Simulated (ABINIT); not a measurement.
The system is CuO2.

```
Cu O
1.0
     1.41261   -5.21075    0.00000
     1.41261    5.21075    0.00000
     0.00000    0.00000    4.34342
Cu O
2 4
Direct
  0.16725 0.83275 0.75000
  0.83275 0.16725 0.25000
  0.78897 0.21103 0.75000
  0.21103 0.78897 0.25000
  0.55149 0.44851 0.75000
  0.44851 0.55149 0.25000
```

The cell comes from a database or a generator and needn't be the stable form of this composition.

Base run:

```yaml
Program: ABINIT 10.8.3 (patched build)
Functional: PBE
Potentials_or_basis: JTH PAW PBE v2.0
Cutoff: 707 eV
k_mesh: 10 × 10 × 6
Occupations: fermi-dirac, width 0.05 eV
Spin: no spin polarisation
```

Its results: band gap on the k mesh none (metal or under the smearing width); pressure -1.7 GPa; largest force 0.210 eV/Å.

Problem. The run is repeated on the same cell with these changes: functional from PBE to LDA; potentials or basis from JTH PAW PBE v2.0 to JTH PAW LDA v2.0. What comes out?

Solution. Band gap on the k mesh none (metal or under the smearing width); pressure -14.8 GPa; largest force 0.738 eV/Å.

Caveats: the run has no spin polarisation, though such a crystal can be magnetic; semilocal functionals often make such compounds metallic where correlation or magnetic order opens a gap, which also shifts bond lengths.
